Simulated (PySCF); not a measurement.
# One shape, several levels: ICl (iodine monochloride)

We compute a comparison of 3 runs (HF/def2-SVP, PBE0/def2-SVP, BLYP/def2-TZVP) of ICl (iodine monochloride). 

The calculation is run with PySCF 2.14.0.

## 1. Starting point

The species is ICl (2 atoms), meant as a singlet with charge 0. As SMILES, `ClI`. The shape is that of a GFN2-xTB optimisation.

Bond lengths: Cl1–I2 2.307 Å.

## 2. Energy and gradient at HF/def2-SVP (core potential) (run 1)

calc.py reads:

```python
import pyscf.grad
from pyscf import gto

system = gto.M(
    atom='''
Cl       0.000000       0.000000       0.000000
I        0.000000       0.000000       2.306520
''',
    max_memory=1860,
    verbose=4,
    charge=0,
    basis='def2-svp',
    ecp={'I': 'def2-svp'},
)

mf = system.RHF()
mf.conv_tol = 1e-10
mf.kernel()
if not mf.converged:
    mf = mf.newton().run(mf.mo_coeff, mf.mo_occ)

e_tot = mf.e_tot
print(f'total energy: {e_tot:.8f} hartree')
grad = mf.Gradients().kernel()
mf.analyze()
```

Run with:

```console
OMP_NUM_THREADS=1 python calc.py
```

Log:

```text
PySCF version 2.14.0

[INPUT] num. atoms = 2
[INPUT] num. electrons = 42
[INPUT] charge = 0
[INPUT] spin (= nelec alpha-beta = 2S) = 0
[INPUT] symmetry False subgroup None
[INPUT] Mole.unit = angstrom
[INPUT] Symbol           X                Y                Z      unit          X                Y                Z       unit  Magmom
[INPUT]  1 Cl     0.000000000000   0.000000000000   0.000000000000 AA    0.000000000000   0.000000000000   0.000000000000 Bohr   0.0
[INPUT]  2 I      0.000000000000   0.000000000000   2.306520000000 AA    0.000000000000   0.000000000000   4.358691100832 Bohr   0.0

nuclear repulsion = 97.5063362299048
number of shells = 18
number of NR pGTOs = 97
number of NR cGTOs = 44
basis = def2-svp
ecp = {'I': 'def2-svp'}

[... 40 lines left out ...]
total energy: -755.99126108 hartree
[... 13 lines left out ...]
Two-electron Coulomb Energy =          541.826339772432334
[... 6 lines left out ...]
MO #4   energy= -8.05251972298762  occ= 2
[... 4 lines left out ...]
MO #9   energy= -5.6271296694458   occ= 2
[... 4 lines left out ...]
MO #14  energy= -2.31419867575106  occ= 2
[... 4 lines left out ...]
MO #19  energy= -0.508476085470715 occ= 2
[... 4 lines left out ...]
MO #24  energy= 0.479224004576423  occ= 0
[... 4 lines left out ...]
MO #29  energy= 0.581962692897718  occ= 0
[... 4 lines left out ...]
MO #34  energy= 1.02380067070857   occ= 0
[... 4 lines left out ...]
MO #39  energy= 1.1873394332763    occ= 0
[... 4 lines left out ...]
MO #44  energy= 56.3397883498471   occ= 0
[... 10 lines left out ...]
pop of  0 Cl 3py          1.99332
pop of  0 Cl 3pz          1.57614
pop of  0 Cl 4px          0.00878
pop of  0 Cl 4py          0.00878
pop of  0 Cl 4pz          0.02305
pop of  0 Cl 3dxy         0.00000
pop of  0 Cl 3dyz         0.00790
pop of  0 Cl 3dz^2        0.02700
pop of  0 Cl 3dxz         0.00790
pop of  0 Cl 3dx2-y2      0.00003
pop of  1 I 4s            1.78271
pop of  1 I 5s            1.94167
pop of  1 I 6s            0.08831
pop of  1 I 7s            0.16932
pop of  1 I 4px           0.03189
pop of  1 I 4py           0.42404
pop of  1 I 4pz           0.42404
pop of  1 I 5px           1.76804
pop of  1 I 5py           1.61246
pop of  1 I 5pz           1.61246
pop of  1 I 6px           0.22882
pop of  1 I 6py           1.95151
pop of  1 I 6pz           1.95151
pop of  1 I 7px           0.38352
pop of  1 I 7py           0.00092
pop of  1 I 7pz           0.00092
pop of  1 I 4dxy          1.77415
pop of  1 I 4dyz          1.78717
pop of  1 I 4dz^2         1.77415
pop of  1 I 4dxz          1.76630
pop of  1 I 4dx2-y2       1.99806
pop of  1 I 5dxy          0.22691
pop of  1 I 5dyz          0.18393
pop of  1 I 5dz^2         0.22691
pop of  1 I 5dxz          0.23367
pop of  1 I 5dx2-y2       0.00194
 ** Mulliken atomic charges  **
charge of    0Cl =     -0.65466
charge of    1I =      0.65466
Dipole moment(X, Y, Z, Debye): -0.00000,  0.00000,  1.53769
```

Wall time 3.9 s (1 thread of Intel Xeon at 2.70GHz, shared host); peak memory 0.12 GiB.

## 3. Energy and forces at PBE0/def2-SVP (core potential) (run 2)

job.py reads:

```python
import pyscf.grad
from pyscf import gto, dft

molecule = gto.M(
    atom='''
Cl     0.000000     0.000000     0.000000
I      0.000000     0.000000     2.306520
''',
    basis='def2-svp',
    ecp={'I': 'def2-svp'},
    max_memory=1860,
    verbose=4,
)

ks = dft.RKS(molecule)
ks.xc = 'pbe0'
ks.grids.level = 5
ks.conv_tol = 1e-10
ks.kernel()
if not ks.converged:
    ks = ks.newton().run(ks.mo_coeff, ks.mo_occ)

energy = ks.e_tot
print('E(%s) = %.9f' % ('PBE0', energy))
grad = ks.Gradients().kernel()
ks.analyze()
```

Run with:

```console
OMP_NUM_THREADS=1 python job.py
```

Log:

```text
PySCF version 2.14.0

[INPUT] num. atoms = 2
[INPUT] num. electrons = 42
[INPUT] charge = 0
[INPUT] spin (= nelec alpha-beta = 2S) = 0
[INPUT] symmetry False subgroup None
[INPUT] Mole.unit = angstrom
[INPUT] Symbol           X                Y                Z      unit          X                Y                Z       unit  Magmom
[INPUT]  1 Cl     0.000000000000   0.000000000000   0.000000000000 AA    0.000000000000   0.000000000000   0.000000000000 Bohr   0.0
[INPUT]  2 I      0.000000000000   0.000000000000   2.306520000000 AA    0.000000000000   0.000000000000   4.358691100832 Bohr   0.0

nuclear repulsion = 97.5063362299048
number of shells = 18
number of NR pGTOs = 97
number of NR cGTOs = 44
basis = def2-svp
ecp = {'I': 'def2-svp'}

[... 52 lines left out ...]
converged SCF energy = -757.602741568361
[... 15 lines left out ...]
Two-electron Coulomb Energy =          542.334718544731004
[... 6 lines left out ...]
MO #4   energy= -7.28560788285026  occ= 2
[... 4 lines left out ...]
MO #9   energy= -4.94247432493992  occ= 2
[... 4 lines left out ...]
MO #14  energy= -1.9645444934227   occ= 2
[... 4 lines left out ...]
MO #19  energy= -0.377040393988583 occ= 2
[... 4 lines left out ...]
MO #24  energy= 0.318320176361882  occ= 0
[... 4 lines left out ...]
MO #29  energy= 0.406922155927321  occ= 0
[... 4 lines left out ...]
MO #34  energy= 0.77468556554201   occ= 0
[... 4 lines left out ...]
MO #39  energy= 0.941854117720267  occ= 0
[... 4 lines left out ...]
MO #44  energy= 55.7591837965724   occ= 0
[... 10 lines left out ...]
pop of  0 Cl 3py          1.99099
pop of  0 Cl 3pz          1.54851
pop of  0 Cl 4px          0.00996
pop of  0 Cl 4py          0.00996
pop of  0 Cl 4pz          0.01896
pop of  0 Cl 3dxy         0.00000
pop of  0 Cl 3dyz         0.00930
pop of  0 Cl 3dz^2        0.02356
pop of  0 Cl 3dxz         0.00930
pop of  0 Cl 3dx2-y2      0.00003
pop of  1 I 4s            1.78318
pop of  1 I 5s            1.94518
pop of  1 I 6s            0.09525
pop of  1 I 7s            0.16456
pop of  1 I 4px           0.03137
pop of  1 I 4py           0.42277
pop of  1 I 4pz           0.42277
pop of  1 I 5px           1.77042
pop of  1 I 5py           1.61431
pop of  1 I 5pz           1.61431
pop of  1 I 6px           0.23693
pop of  1 I 6py           1.94837
pop of  1 I 6pz           1.94837
pop of  1 I 7px           0.40459
pop of  1 I 7py           0.00133
pop of  1 I 7pz           0.00133
pop of  1 I 4dxy          1.76685
pop of  1 I 4dyz          1.77770
pop of  1 I 4dz^2         1.76685
pop of  1 I 4dxz          1.75987
pop of  1 I 4dx2-y2       1.99863
pop of  1 I 5dxy          0.23618
pop of  1 I 5dyz          0.19161
pop of  1 I 5dz^2         0.23618
pop of  1 I 5dxz          0.24011
pop of  1 I 5dx2-y2       0.00137
 ** Mulliken atomic charges  **
charge of    0Cl =     -0.61964
charge of    1I =      0.61964
Dipole moment(X, Y, Z, Debye):  0.00000,  0.00000,  1.30183
```

Run time: 8.7 s. Hardware: 1 thread of Intel Xeon at 2.70GHz, shared host; peak memory 0.46 GiB.

## 4. Energy and gradient at BLYP/def2-TZVP (core potential) (run 3)

calc.py reads:

```python
# iodine monochloride
import pyscf.grad
from pyscf import gto, dft

mol = gto.Mole()
mol.atom = '''
Cl     0.000000     0.000000     0.000000
I      0.000000     0.000000     4.358691
'''
mol.max_memory = 1860
mol.spin = 0
mol.ecp = {'I': 'def2-svp'}
mol.verbose = 4
mol.unit = 'bohr'
mol.basis = 'def2-tzvp'
mol.build()

mf = dft.RKS(mol)
mf.xc = 'blyp'
mf.grids.level = 5
mf.conv_tol = 1e-10
mf.kernel()
if not mf.converged:
    mf = mf.newton().run(mf.mo_coeff, mf.mo_occ)

e_tot = mf.e_tot
print('E(%s) = %.9f' % ('BLYP', e_tot))
grad = mf.Gradients().kernel()
mf.analyze()
```

Run with:

```console
OMP_NUM_THREADS=1 python calc.py
```

Log:

```text
PySCF version 2.14.0

[INPUT] num. atoms = 2
[INPUT] num. electrons = 42
[INPUT] charge = 0
[INPUT] spin (= nelec alpha-beta = 2S) = 0
[INPUT] symmetry False subgroup None
[INPUT] Mole.unit = bohr
[INPUT] Symbol           X                Y                Z      unit          X                Y                Z       unit  Magmom
[INPUT]  1 Cl     0.000000000000   0.000000000000   0.000000000000 AA    0.000000000000   0.000000000000   0.000000000000 Bohr   0.0
[INPUT]  2 I      0.000000000000   0.000000000000   2.306519946642 AA    0.000000000000   0.000000000000   4.358691000000 Bohr   0.0

nuclear repulsion = 97.5063384855683
number of shells = 29
number of NR pGTOs = 158
number of NR cGTOs = 87
basis = def2-tzvp
ecp = {'I': 'def2-svp'}

[... 77 lines left out ...]
One-electron Energy =                -1347.342542686216575
[... 10 lines left out ...]
MO #6   energy= -6.64942616529392  occ= 2
[... 8 lines left out ...]
MO #15  energy= -0.778094718032179 occ= 2
[... 8 lines left out ...]
MO #24  energy= 0.13397582738772   occ= 0
[... 8 lines left out ...]
MO #33  energy= 0.317963871815901  occ= 0
[... 8 lines left out ...]
MO #42  energy= 0.785086346171954  occ= 0
[... 8 lines left out ...]
MO #51  energy= 1.26658902955094   occ= 0
[... 8 lines left out ...]
MO #60  energy= 1.78525183642835   occ= 0
[... 8 lines left out ...]
MO #69  energy= 2.1208948946092    occ= 0
[... 8 lines left out ...]
MO #78  energy= 3.93712165499298   occ= 0
[... 8 lines left out ...]
MO #87  energy= 117.56413603922    occ= 0
[... 53 lines left out ...]
pop of  1 I 6pz           1.90858
pop of  1 I 7px           0.34622
pop of  1 I 7py           0.00230
pop of  1 I 7pz           0.00230
pop of  1 I 8px           0.08774
pop of  1 I 8py           0.00113
pop of  1 I 8pz           0.00113
pop of  1 I 4dxy          1.41291
pop of  1 I 4dyz          1.41607
pop of  1 I 4dz^2         1.41291
pop of  1 I 4dxz          1.41553
pop of  1 I 4dx2-y2       1.99521
pop of  1 I 5dxy          0.46150
pop of  1 I 5dyz          0.44011
pop of  1 I 5dz^2         0.46150
pop of  1 I 5dxz          0.47434
pop of  1 I 5dx2-y2       0.00228
pop of  1 I 6dxy          0.13148
pop of  1 I 6dyz          0.13850
pop of  1 I 6dz^2         0.13148
pop of  1 I 6dxz          0.10990
pop of  1 I 6dx2-y2       0.00250
pop of  1 I 4f-3          0.00000
pop of  1 I 4f-2          0.00001
pop of  1 I 4f-1          0.00049
pop of  1 I 4f+0          0.00035
pop of  1 I 4f+1          0.00049
pop of  1 I 4f+2          0.00001
pop of  1 I 4f+3          0.00000
pop of  1 I 5f-3          0.00000
pop of  1 I 5f-2          0.00000
pop of  1 I 5f-1          0.00078
pop of  1 I 5f+0          0.00043
pop of  1 I 5f+1          0.00078
pop of  1 I 5f+2          0.00000
pop of  1 I 5f+3          0.00000
 ** Mulliken atomic charges  **
charge of    0Cl =     -0.74973
charge of    1I =      0.74973
Dipole moment(X, Y, Z, Debye):  0.00000,  0.00000,  1.05679
```

Run time: 29 s. Hardware: 1 thread of Intel Xeon at 2.70GHz, shared host; peak memory 0.84 GiB.

## 5. Overview of the runs

```tsv
run	level	integration grid	energy (Eh)	dipole moment (D)	HOMO energy (eV)	LUMO energy (eV)	wall time
1	HF/def2-SVP (core potential)	–	-755.991261	1.54	-10.46	0.29	3.9 s
2	PBE0/def2-SVP (core potential)	5	-757.602742	1.30	-7.70	-3.34	8.7 s
3	BLYP/def2-TZVP (core potential)	5	-757.864709	1.06	-6.39	-4.14	29 s
```

## 6. What came out

| quantity | value |
| --- | --- |
| run 3: total energy | -757.86471 Eh |
| run 3: dipole moment | 1.06 D |
| run 3: HOMO energy | -6.39 eV |
| run 3: LUMO energy | -4.14 eV |
| run 3: HOMO–LUMO gap | 2.25 eV |
| run 3: largest force on an atom | 1.033 eV/Å |

The dipole moment (its size) runs from 1.06 D (BLYP/def2-TZVP) to 1.54 D (HF/def2-SVP). The two ends differ in method and basis. The HOMO–LUMO gap runs from 2.25 eV (BLYP/def2-TZVP) to 10.76 eV (HF/def2-SVP). Totals of different functionals can't be ranked against each other. All runs together took 42 s, the longest 29 s.
